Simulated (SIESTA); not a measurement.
GaGe3: equation of state with PBE

GaGe3:

```
Ge Ga
1.0
     4.27847    0.00000    0.00000
     0.00000    4.27847    0.00000
     0.00000    0.00000    4.27847
Ge Ga
3 1
Direct
  0.50000 0.50000 0.00000
  0.50000 0.00000 0.50000
  0.00000 0.50000 0.50000
  0.00000 0.00000 0.00000
```

The cell comes from a database or a generator and needn't be the stable form of this composition.

| Quantity | Value |
| --- | --- |
| Program | SIESTA 5.4.2 |
| Task | equation of state |
| Functional | PBE |
| Potentials or basis | PseudoDojo 0.4 standard (PBE files) |
| Basis | DZP (energy shift 0.003 Ry; two zetas on semicore shells) |
| Grid cutoff | 800 Ry |
| Energy shift | 0.003 Ry |
| k mesh | 6 × 6 × 6 |
| Occupations | fermi-dirac, width 0.05 eV |
| Spin | no spin polarisation |

```json
{
  "Equilibrium volume": "19.75 Å³/atom (rough: see the caveat)",
  "Bulk modulus": "53 GPa (rough)"
}
```

Energy against volume, from the lowest point:
```csv
volume (Å³/atom),energy (meV/atom)
18.405,18.51
18.796,8.92
19.188,2.44
19.580,0.00
19.971,0.47
20.363,2.45
20.754,7.09
```

All runs of the series together: 27 min on 1 thread of Arm Neoverse V1 (shared host).

Caveat: the fit is doubtful: noisy points or a state that changes with volume; the basis of atomic orbitals isn't converged, which shifts pressures, moduli and gaps.
